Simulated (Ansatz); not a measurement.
# B2Br2H4: the cost of one run

Method: RKS PBE0-D4/def2-TZVP; program: Ansatz 0.2.0, Gaussian basis.

The runs, in order: relaxation at PBE0-D4/def2-TZVP; harmonic vibrations at the same level.

1 further run of the same task is left out (set aside as unsound or not needed).

**1. The system as given**

SMILES `[BH2-]1[Br+][BH2-][Br+]1`, 8 atoms, charge 0, spin multiplicity 1.

Atoms are counted from 1 here; the program's logs count them from 0.

Bond lengths: B1–Br2 2.071 Å, B1–Br4 2.073 Å, B1–H5 1.172 Å, B1–H6 1.175 Å, Br2–B3 2.071 Å, B3–Br4 2.072 Å, B3–H7 1.175 Å, B3–H8 1.173 Å. Angles: Br2–B1–Br4 95.6°, Br2–B1–H5 110.9°, Br2–B1–H6 109.2°, Br4–B1–H5 110.9°, Br4–B1–H6 109.2°, H5–B1–H6 118.6°, B1–Br2–B3 81.6°, Br2–B3–Br4 95.6°, Br2–B3–H7 109.3°, Br2–B3–H8 110.8°, Br4–B3–H7 109.3°, Br4–B3–H8 110.8°, H7–B3–H8 118.6°, B1–Br4–B3 81.5°.

As a file:

```
B    -0.4840    1.1753   -0.4633
Br   -1.2573   -0.1542    0.9230
B     0.4885   -1.1712    0.4680
Br    0.8521   -0.1661   -1.3065
H    -1.3025    1.4952   -1.2390
H     0.1157    2.0146    0.0997
H     1.3176   -0.8878    1.2509
H     0.2698   -2.3059    0.2671
```

The start is a GFN2-xTB geometry.

**2. Relaxation at PBE0-D4/def2-TZVP**

File in.yaml:

```yaml
crystal:
  periodic: [false, false, false]
  atoms:
    - {symbol: B, position_ang: [-0.483970, 1.175340, -0.463260]}
    - {symbol: Br, position_ang: [-1.257340, -0.154210, 0.923030]}
    - {symbol: B, position_ang: [0.488470, -1.171170, 0.468020]}
    - {symbol: Br, position_ang: [0.852130, -0.166080, -1.306540]}
    - {symbol: H, position_ang: [-1.302460, 1.495250, -1.238990]}
    - {symbol: H, position_ang: [0.115710, 2.014570, 0.099700]}
    - {symbol: H, position_ang: [1.317650, -0.887780, 1.250920]}
    - {symbol: H, position_ang: [0.269810, -2.305920, 0.267120]}
basis:
  gaussian: {orbitals: def2-TZVP}
hamiltonian: {xc: pbe0, dispersion: d4}
relax: {f_tol: 0.005, max_steps: 150}
```

Launch:

```sh
$ ansatz run in.yaml --threads 4 --pin off --events-out ev --progress --plain --max-ram 10444MiB
```

**Question.** How long does this run take on 4 threads of Arm Neoverse V1, shared host, and how much memory does it need?

About 37 s, with a peak of 0.55 GiB.
